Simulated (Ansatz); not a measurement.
# InSb3 (Pm-3m) in Ansatz: further runs

Runs on InSb3. Level: PBEsol. Tasks: relaxation of cell and atoms.

Program: Ansatz 0.2.0. These are calculated values, not measurements. Logs are shortened: lines on timing, memory, paths and dates and some standing lists are left out, and cuts for length are marked.

### Step 1. Starting point

The structure is cubic, space group Pm-3m (No. 221). Conventional cell: a = 4.806 Å, b = 4.806 Å, c = 4.806 Å, α = 90.00°, β = 90.00°, γ = 90.00°. Sb (site symmetry 4/mmm) has 8 Sb at 3.40 Å and 4 In at 3.40 Å as nearest neighbours. In (site symmetry m-3m) has 12 Sb at 3.40 Å as nearest neighbours.

The cell comes from a database or a generator and needn't be the stable form of this composition.

### Step 2. Relaxation of cell and atoms, PBEsol

Input file input.yaml:

```yaml
crystal:
  lattice:
    - [4.806367, 0.0, 0.0]
    - [0.0, 4.806367, 0.0]
    - [0.0, 0.0, 4.806367]
  atoms:
    - { symbol: Sb, position: [0.5, 0.5, 0.0] }
    - { symbol: Sb, position: [0.0, 0.5, 0.5] }
    - { symbol: Sb, position: [0.5, 0.0, 0.5] }
    - { symbol: In, position: [0.0, 0.0, 0.0] }
kpoints:
  mp_grid: { grid: [6, 6, 6] }
scf:
  occupations: { method: fermi_dirac, width: 0.05 }
hamiltonian:
  xc: pbesol
  pseudopotentials: { kind: all_electron, lapw: { basis_error: 0.002 } }
output:
  forces: true
  stress: true
relax:
  f_tol: 0.02
  max_steps: 60
  cell: {}
```

Potentials or basis: all-electron LAPW, scalar-relativistic.

Command:

```bash
> ansatz run input.yaml --threads 2 --pin off --max-ram 8192MiB --backend cpu --events-out ev --progress --plain --runs-dir out
```

Log:

```text
Warning: RAYON_NUM_THREADS=2 ignored (pool sized by the plan → 2); use --threads N
The last accepted step is kept in <dir> (removed where the run ends without a failure and the disk answers)
LAPW: plane waves up to 6.370 Å⁻¹, error target 2.0e-3 eV per atom; small_component_spin mean_spin; In in spheres of 1.666 Å, 21 of its electrons in bands, Dirac shells []; Sb in spheres of 1.630 Å, 23 of its electrons in bands, Dirac shells [] (how accurate: hamiltonian.pseudopotentials.lapw.basis_error, Limitations)
Engine: ansatz 0.2.0, aarch64-unknown-linux-gnu
Pseudopotentials: kind: all_electron
Pseudopotential: Sb, LAPW, valence charge 23, lapw/all_electron/scalar/gaussian/Sb, Koelling and Harmon's equation, gaussian nucleus
Pseudopotential: In, LAPW, valence charge 21, lapw/all_electron/scalar/gaussian/In, Koelling and Harmon's equation, gaussian nucleus
Functional definition: PBEsol
  exchange = pbesol_x
  correlation = pbesol_c
Crystal: 4 atoms, lattice volume = 111.033 Å³
Basis set: ecut = 154.60048644739055 eV, 461 PW (Γ), exchange–correlation at level 2
Bands: 54, of which v1, the nominal top of the filled ones, is band 45 counted from 1 (44 counted from 0)
Symmetry: 48 space group operations
Space group: Pm-3m (ITA 221), of the structure as read, at distance tolerance 4.8e-5 Å
k-points: 20 of 216
Non-local potential: Sb, projectors of the file, none
Non-local potential: In, projectors of the file, none
Initial density: superposition of atomic densities (chi_scale 0.1, normalization cell, long waves kept (reshape's long-wave potential 0.00 eV rms))
Initial wavefunctions: plane waves of lowest kinetic energy (no species holds an atomic orbital)
Functional: x = pbesol(κ = 0.804, μ = 0.12345679012345678), c = pbesol(β = 0.046)
iter 1 solved again at ethr=3.58e-5 eV; its pass at ethr=1.00e-1 eV (dr2=3.22e-2 eV) is discarded
SCF iter   1: F=—  HF=-688848.395038 eV  |F-HF|=—  |Δ(HF+E_count)|=         —  Δρ=5.63e-3  dr2=3.25e-2  ethr=3.58e-5  ⟨swp⟩=3.2  Hψ=7391  notcnv=0
preconditioner: auto → Kerker (q_TF=auto, 2.634 Å⁻¹)  [metal: Δε(μ)=0.090 eV  Ē_g=11.880 eV  σ=0.050 eV  W_gap=0.38  n_scr=32 (ndim 8)  ℏωp=18.6 eV  f_vac=0.000  D(μ)=2.52/eV (n_scr^D=18)]
SCF iter   2: F=—  HF=-688848.345381 eV  |F-HF|=—  |Δ(HF+E_count)|=   4.97e-2  Δρ=3.42e-3  dr2=1.38e-2  ethr=3.58e-5  ⟨swp⟩=2.0  Hψ=3253  notcnv=0
SCF iter   3: F=—  HF=-688848.339964 eV  |F-HF|=—  |Δ(HF+E_count)|=   5.42e-3  Δρ=1.91e-3  dr2=5.54e-3  ethr=1.53e-5  ⟨swp⟩=2.0  Hψ=3254  notcnv=0
SCF iter   4: F=—  HF=-688848.338787 eV  |F-HF|=—  |Δ(HF+E_count)|=   1.18e-3  Δρ=9.66e-4  dr2=1.57e-3  ethr=6.15e-6  ⟨swp⟩=2.0  Hψ=3253  notcnv=0
SCF iter   5: F=—  HF=-688848.339079 eV  |F-HF|=—  |Δ(HF+E_count)|=   2.92e-4  Δρ=3.37e-4  dr2=2.73e-4  ethr=1.75e-6  ⟨swp⟩=2.0  Hψ=3253  notcnv=0
iter 6 solved again at ethr=2.66e-8 eV; its pass at ethr=3.04e-7 eV (dr2=2.40e-5 eV) is discarded
SCF iter   6: F=—  HF=-688848.338928 eV  |F-HF|=—  |Δ(HF+E_count)|=   1.51e-4  Δρ=1.26e-4  dr2=2.39e-5  ethr=2.66e-8  ⟨swp⟩=2.0  Hψ=5466  notcnv=0
SCF iter   7: F=—  HF=-688848.338930 eV  |F-HF|=—  |Δ(HF+E_count)|=   2.01e-6  Δρ=4.99e-5  dr2=5.86e-6  ethr=2.66e-8  ⟨swp⟩=2.0  Hψ=3253  notcnv=0
SCF iter   8: F=—  HF=-688848.338929 eV  |F-HF|=—  |Δ(HF+E_count)|=   4.94e-7  Δρ=1.47e-5  dr2=5.97e-7  ethr=6.51e-9  ⟨swp⟩=2.0  Hψ=3253  notcnv=0
SCF iter   9: F=-688848.338929 eV  HF=-688848.338929 eV  |F-HF|=3.35e-8  |Δ(HF+E_count)|=   6.04e-8  Δρ=4.69e-6  dr2=5.49e-8  ethr=6.63e-10  ⟨swp⟩=2.0  Hψ=3253  notcnv=0
SCF 1 converged in 9 iterations: F = -688848.338929 eV  dr2 = 5.49e-8
relax step   1: F+E_penalty+E_count = -688848.33892938 eV  Δ(F+E_penalty+E_count) = +0.000e0 eV  max|allowed force component| = 5.321e-31 eV/Å  Δτ_max = 0.0000 Å  P = -2.671 GPa  Ω = 111.033 Å³  (9 SCF iters, accepted)
Crystal: 4 atoms, lattice volume = 103.538 Å³
Basis set: ecut = 161.97426711840103 eV, 461 PW (Γ), exchange–correlation at level 2
Initial density: handed on by an earlier stage of this run
Initial wavefunctions: those handed on with the density
iter 1 solved again at ethr=2.19e-7 eV; its pass at ethr=1.00e-1 eV (dr2=1.97e-4 eV) is discarded
SCF iter   1: F=—  HF=-688848.378932 eV  |F-HF|=—  |Δ(HF+E_count)|=         —  Δρ=4.33e-4  dr2=1.99e-4  ethr=2.19e-7  ⟨swp⟩=5.1  Hψ=6333  notcnv=0
preconditioner: auto → Kerker (q_TF=auto, 2.665 Å⁻¹)  [metal: Δε(μ)=0.013 eV  Ē_g=12.352 eV  σ=0.050 eV  W_gap=0.06  n_scr=26 (ndim 8)  ℏωp=19.3 eV  f_vac=0.000  D(μ)=2.76/eV (n_scr^D=18)]
SCF iter   2: F=—  HF=-688848.378890 eV  |F-HF|=—  |Δ(HF+E_count)|=   4.15e-5  Δρ=3.07e-4  dr2=1.42e-4  ethr=2.19e-7  ⟨swp⟩=2.0  Hψ=3250  notcnv=0
SCF iter   3: F=—  HF=-688848.378879 eV  |F-HF|=—  |Δ(HF+E_count)|=   1.13e-5  Δρ=1.58e-4  dr2=4.79e-5  ethr=1.58e-7  ⟨swp⟩=2.0  Hψ=3250  notcnv=0
SCF iter   4: F=—  HF=-688848.378877 eV  |F-HF|=—  |Δ(HF+E_count)|=   2.50e-6  Δρ=8.30e-5  dr2=1.83e-5  ethr=5.32e-8  ⟨swp⟩=2.0  Hψ=3250  notcnv=0
iter 5 solved again at ethr=7.29e-10 eV; its pass at ethr=2.03e-8 eV (dr2=6.56e-7 eV) is discarded
SCF iter   5: F=—  HF=-688848.378874 eV  |F-HF|=—  |Δ(HF+E_count)|=   2.20e-6  Δρ=1.91e-5  dr2=6.54e-7  ethr=7.29e-10  ⟨swp⟩=2.0  Hψ=5463  notcnv=0
SCF iter   6: F=—  HF=-688848.378874 eV  |F-HF|=—  |Δ(HF+E_count)|=   8.31e-7  Δρ=1.04e-5  dr2=1.45e-7  ethr=7.27e-10  ⟨swp⟩=2.0  Hψ=3250  notcnv=0
SCF iter   7: F=-688848.378873 eV  HF=-688848.378873 eV  |F-HF|=8.15e-9  |Δ(HF+E_count)|=   1.25e-7  Δρ=6.50e-6  dr2=6.00e-8  ethr=1.61e-10  ⟨swp⟩=2.0  Hψ=3250  notcnv=0
SCF 2 converged in 7 iterations: F = -688848.378873 eV  dr2 = 6.00e-8
relax step   2: F+E_penalty+E_count = -688848.37887342 eV  Δ(F+E_penalty+E_count) = -3.994e-2 eV  max|allowed force component| = 1.397e-31 eV/Å  Δτ_max = 0.0000 Å  P = +1.224 GPa  Ω = 103.538 Å³  (7 SCF iters, accepted)
Crystal: 4 atoms, lattice volume = 105.781 Å³
Basis set: ecut = 159.67554479731334 eV, 461 PW (Γ), exchange–correlation at level 2
iter 1 solved again at ethr=7.19e-9 eV; its pass at ethr=1.00e-1 eV (dr2=6.47e-6 eV) is discarded
SCF iter   1: F=—  HF=-688848.386498 eV  |F-HF|=—  |Δ(HF+E_count)|=         —  Δρ=1.28e-4  dr2=1.79e-5  ethr=7.19e-9  ⟨swp⟩=5.4  Hψ=6788  notcnv=0
preconditioner: auto → Kerker (q_TF=auto, 2.656 Å⁻¹)  [metal: Δε(μ)=0.033 eV  Ē_g=12.257 eV  σ=0.050 eV  W_gap=0.16  n_scr=26 (ndim 8)  ℏωp=19.1 eV  f_vac=0.000  D(μ)=2.70/eV (n_scr^D=18)]
SCF iter   2: F=—  HF=-688848.386496 eV  |F-HF|=—  |Δ(HF+E_count)|=   2.31e-6  Δρ=9.22e-5  dr2=1.32e-5  ethr=7.19e-9  ⟨swp⟩=2.0  Hψ=3253  notcnv=0
SCF iter   3: F=—  HF=-688848.386495 eV  |F-HF|=—  |Δ(HF+E_count)|=   4.70e-7  Δρ=4.95e-5  dr2=4.80e-6  ethr=7.19e-9  ⟨swp⟩=2.0  Hψ=3253  notcnv=0
SCF iter   4: F=—  HF=-688848.386495 eV  |F-HF|=—  |Δ(HF+E_count)|=   2.73e-7  Δρ=2.35e-5  dr2=1.52e-6  ethr=5.33e-9  ⟨swp⟩=2.0  Hψ=3253  notcnv=0
iter 5 solved again at ethr=7.03e-11 eV; its pass at ethr=1.69e-9 eV (dr2=6.33e-8 eV) is discarded
SCF iter   5: F=—  HF=-688848.386495 eV  |F-HF|=—  |Δ(HF+E_count)|=   1.05e-7  Δρ=5.69e-6  dr2=6.31e-8  ethr=7.03e-11  ⟨swp⟩=2.0  Hψ=5466  notcnv=0
SCF iter   6: F=-688848.386495 eV  HF=-688848.386495 eV  |F-HF|=2.53e-8  |Δ(HF+E_count)|=   1.31e-7  Δρ=3.08e-6  dr2=1.36e-8  ethr=7.01e-11  ⟨swp⟩=2.0  Hψ=3253  notcnv=0
SCF 3 converged in 6 iterations: F = -688848.386495 eV  dr2 = 1.36e-8
relax step   3: F+E_penalty+E_count = -688848.38649493 eV  Δ(F+E_penalty+E_count) = -7.622e-3 eV  max|allowed force component| = 1.705e-31 eV/Å  Δτ_max = 0.0000 Å  P = -0.109 GPa  Ω = 105.781 Å³  (6 SCF iters, accepted)
Crystal: 4 atoms, lattice volume = 105.594 Å³
Basis set: ecut = 159.8647597862156 eV, 461 PW (Γ), exchange–correlation at level 2
iter 1 solved again at ethr=6.24e-11 eV; its pass at ethr=1.00e-1 eV (dr2=5.61e-8 eV) is discarded
SCF iter   1: F=—  HF=-688848.386562 eV  |F-HF|=—  |Δ(HF+E_count)|=         —  Δρ=1.17e-5  dr2=1.38e-7  ethr=6.24e-11  ⟨swp⟩=5.8  Hψ=6690  notcnv=0
preconditioner: auto → Kerker (q_TF=auto, 2.657 Å⁻¹)  [metal: Δε(μ)=0.031 eV  Ē_g=12.264 eV  σ=0.050 eV  W_gap=0.15  n_scr=26 (ndim 8)  ℏωp=19.1 eV  f_vac=0.000  D(μ)=2.71/eV (n_scr^D=18)]
SCF iter   2: F=-688848.386561 eV  HF=-688848.386561 eV  |F-HF|=1.79e-8  |Δ(HF+E_count)|=   5.16e-8  Δρ=8.31e-6  dr2=9.31e-8  ethr=6.24e-11  ⟨swp⟩=2.0  Hψ=3253  notcnv=0
SCF 4 converged in 2 iterations: F = -688848.386561 eV  dr2 = 9.31e-8
relax step   4: F+E_penalty+E_count = -688848.38656143 eV  Δ(F+E_penalty+E_count) = -6.651e-5 eV  max|allowed force component| = 2.106e-31 eV/Å  Δτ_max = 0.0000 Å  P = -0.004 GPa  Ω = 105.594 Å³  (2 SCF iters, accepted)
iter 1 solved again at ethr=9.68e-11 eV; its pass at ethr=1.00e-1 eV (dr2=8.71e-8 eV) is discarded
SCF iter   1: F=—  HF=-688848.386563 eV  |F-HF|=—  |Δ(HF+E_count)|=         —  Δρ=8.21e-6  dr2=8.72e-8  ethr=9.68e-11  ⟨swp⟩=6.3  Hψ=6567  notcnv=0  reapply=4
SCF iter   2: F=-688848.386563 eV  HF=-688848.386563 eV  |F-HF|=6.05e-9  |Δ(HF+E_count)|=   4.60e-8  Δρ=5.79e-6  dr2=5.11e-8  ethr=9.68e-11  ⟨swp⟩=2.0  Hψ=3253  notcnv=0
SCF 5 converged in 2 iterations: F = -688848.386563 eV  dr2 = 5.11e-8
relax step   5: F+E_penalty+E_count = -688848.38656339 eV  Δ(F+E_penalty+E_count) = -1.953e-6 eV  max|allowed force component| = 1.982e-31 eV/Å  Δτ_max = 0.0000 Å  P = -0.004 GPa  Ω = 105.594 Å³  stress off target by 3.79e-3 GPa  SCF on the basis re-selected at this cell (its energy is not comparable with the rows above)  (2 SCF iters)
basis re-selected at this cell: Δ(F+E_penalty+E_count) = -1.953e-6 eV, ΔP = +0.000 GPa vs the last step (what re-selecting the basis moved, after the strain that the cell walked since its last selection, with what the two solves' SCF thresholds leave and, on support functions, any second-order correction that the steps lacked; it is no measure of the basis error at this ecutwfc). This SCF's stress stands 3.79e-3 GPa from its target on what of the cell is left free (relax.cell.stress_tol is 5.00e-2 GPa) and its largest allowed force component is 1.98e-31 eV/Å (relax.f_tol is 2.00e-2 eV/Å): within both
SCF converged after 2 iterations
Free energy (F): -688848.386563 eV
Harris-Foulkes:  -688848.386563 eV  (|F-HF|=6.05e-9)
Internal energy: -688848.365135 eV  (E = F + TS)
E sigma→0 (E₀):  -688848.375849 eV
Entropy (-TS):   -0.021429 eV (-5.357 meV/atom)
Fermi energy:    14.457430 eV
--- Per-component energies (eV) ---
  E_band       = -3099.049574
  E_kinetic    = 725226.360691
  E_xc         = -17978.578028
  E_electrostatic = -1396096.147798  (all electrons and nuclei)
  E_smearing   = -0.021429  (= −TS)
  E_closure    = 0.000000  (closes the sum)
  E_atoms      = -688832.388825  (free atoms, spherical and without spin; not in F)
  Σ components = -688848.386563   (vs F -688848.386563, Δ=0.00e0)
  Basis errors (estimates in eV, not in F): energy 4.9e-4 per atom: plane waves 4.9e-4 (2.6e-4 summed), levels above the bands 1.5e-48, relativity 1.1e-8, radial functions 5.4e-6, core shells 8.3e-10; eigenvalues (radial functions only) 6.0e-6; not estimated: angular momenta, meshes, grids; target (lapw.basis_error) 2.0e-3; muffin-tin radii In 1.639 Å, Sb 1.603 Å
--- Forces (eV/Å), atoms counted from 1 ---
  atom   1  Sb     0.00000000    -0.00000000     0.00000000
  atom   2  Sb    -0.00000000     0.00000000     0.00000000
  atom   3  Sb     0.00000000     0.00000000     0.00000000
  atom   4  In    -0.00000000    -0.00000000     0.00000000
  max |Σ_I F_I| component: 1.31e-31 eV/Å
--- Stress (GPa, compression-positive) ---
       -0.003790       0.000000      -0.000000
        0.000000      -0.003790      -0.000000
       -0.000000      -0.000000      -0.003790
  P = ⅓ Tr σ = -0.0038 GPa (-0.038 kbar)
--- Relaxed structure (4 steps of the walk, 4 accepted, 1 SCFs on fresh bases) ---
  F+E_penalty+E_count = -688848.38656339 eV   max|allowed force component| = 1.982e-31 eV/Å   (the final SCF, on the basis selected at the relaxed cell)
  cell:  # Å, volume = 105.5937 Å³
    - [4.726568839510574, 7.101866669927932e-34, 3.851859888774472e-34]
    - [7.101866669927932e-34, 4.726568839510574, -1.2438297557500897e-34]
    - [-1.2839532962581572e-34, -1.2438297557500897e-34, 4.726568839510574]
  atoms:
    - { symbol: Sb, position: [0.5, 0.5, -2.5476067129595795e-40] }
    - { symbol: Sb, position: [1.5795161603986727e-39, 0.5, 0.5] }
    - { symbol: Sb, position: [0.5, -4.585692080873645e-40, 0.5] }
    - { symbol: In, position: [1.528563999124197e-40, 7.642820132151797e-40, -2.547606708502798e-40] }
```

Wall time 29 s (2 threads of Arm Neoverse V1, shared host); peak memory 0.39 GiB.

What came out:

```
Free energy                            : -688848.3866 eV
Relaxed volume                         : 26.40 Å³/atom
Relaxed cell                           : a = 4.727 Å, b = 4.727 Å, c = 4.727 Å, α = 90.00°, β = 90.00°, γ = 90.00°
Space group after relaxing (to 0.05 Å) : Pm-3m (No. 221)
Energy gained by relaxing              : 11.9 meV/atom
Ionic steps                            : 5
Pressure after relaxing                : 0.0 GPa
```

Step by step:
| step | energy change (eV) | largest force (eV/Å) | volume (Å³) |
| --- | --- | --- | --- |
| 1 | 0.0000 | 0.0000 | 111.03 |
| 2 | -0.0399 | 0.0000 | 103.54 |
| 3 | -0.0476 | 0.0000 | 105.78 |
| 4 | -0.0476 | 0.0000 | 105.59 |
| 5 | -0.0476 | 0.0000 | 105.59 |

Final structure:
```
Sb In
1.0
     4.72657    0.00000    0.00000
     0.00000    4.72657    0.00000
     0.00000    0.00000    4.72657
Sb In
3 1
Direct
  0.50000 0.50000 0.00000
  0.00000 0.50000 0.50000
  0.50000 0.00000 0.50000
  0.00000 0.00000 0.00000
```

The run has no spin-orbit coupling, so splittings on Sb are missing.

(Part 1 of 2 ends here.)
